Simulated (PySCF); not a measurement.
# A diatomic session: GaAs

Aim: find the lowest electronic state of GaAs, scan its bond at several levels of theory, and get bond length, wavenumber and dissociation energy from each curve.

Program: PySCF 2.14.0. Level of theory: Ga cc-pVDZ-PP with ECP10, As cc-pVDZ-PP with ECP10, scalar-relativistic core potentials. These are calculated values, not measurements.

### Step 1. Set-up

Settings of the job:

```
atoms                         : Ga, As
charge                        : 0
basis                         : Ga cc-pVDZ-PP with ECP10, As cc-pVDZ-PP with ECP10
Hamiltonian                   : scalar-relativistic core potentials
basis functions               : 46
electrons treated             : 44
masses in u                   : 68.9256, 74.9216
levels                        : PBE0, PBE, r²SCAN, M06, BLYP, r²SCAN0, HF, MP2, SCS-MP2, CCSD, CCSD(T)
grid                          : 80 radial by 434 angular points
occupations                   : held fixed by the projection of orbital angular momentum
dissociation limit            : Ga + As, each in its ground configuration
starting distance in angstrom : 2.380
values of 2S to try           : 0, 2, 4
```

Command:

```sh
$ OMP_NUM_THREADS=1 python dia.py task.json out
```

The runs that follow: First curve: PBE0; Other states along the same grid; PBE (GGA); r²SCAN; M06 (hybrid meta-GGA); BLYP (GGA); r²SCAN0 (hybrid meta-GGA); UHF; MP2 and coupled cluster.

Q: Predict the outcome of this session. Wanted: for each run, Re; ωe; De; μ.

The runs gave:

Lowest PBE0 solution found, without spin–orbit coupling: ³Σ⁻ (triplet), unpaired electrons π ↑↑. State 2 has its PBE0 minimum 0.17 eV higher. State 3 has its PBE0 minimum 0.33 eV higher, as a spin-mixed determinant (⟨S²⟩ = 1.01), so this is no gap between pure states. State 4 has its PBE0 minimum 0.37 eV higher, as a spin-mixed determinant (⟨S²⟩ = 1.01), so this is no gap between pure states. The other levels ran on the lowest alone.

```csv
level,Re (Å),ωe (cm⁻¹),De (eV),μ (D)
UHF,2.594,206.2,0.74,-1.79
UHF-MP2,2.572,216.0,1.43,n/a
UHF-SCS-MP2,2.587,211.0,1.39,n/a
UHF-CCSD,2.589,208.7,1.39,n/a
UHF-CCSD(T),2.591,207.5,1.47,n/a
PBE,2.609,202.2,2.05,-1.28
BLYP,2.644,192.8,2.02,-1.35
r²SCAN,2.568,210.9,1.95,-1.27
PBE0,2.578,211.0,1.91,-1.42
r²SCAN0,2.555,215.7,1.84,-1.39
M06,2.591,206.4,2.07,-1.75
```

De is counted to Ga + As in their ground configurations. A positive dipole means Ga(−)As(+).

Differences from CCSD(T) in the same basis:

```csv
level,Re (mÅ),ωe (%)
UHF,+3,-0.6
UHF-MP2,-20,+4.1
UHF-SCS-MP2,-5,+1.7
UHF-CCSD,-3,+0.6
PBE,+17,-2.5
BLYP,+52,-7.1
r²SCAN,-23,+1.7
PBE0,-14,+1.7
r²SCAN0,-37,+3.9
M06,-1,-0.5
```

**Reading.** Against CCSD(T) in the same basis, the bond length is nearest at M06 (-1 mÅ) and farthest at BLYP (+52 mÅ); the wavenumber is nearest at M06 (-0.5 %) and farthest at BLYP (-7.1 %). PBE has the long and soft bond that GGAs tend to give. CCSD(T) in a basis this small is itself some way from its limit, more so than the functionals. Of the levels with a De here, UHF gives the least (0.74 eV) and M06 the most (2.07 eV).

Correlated steps freeze 8 core orbitals.
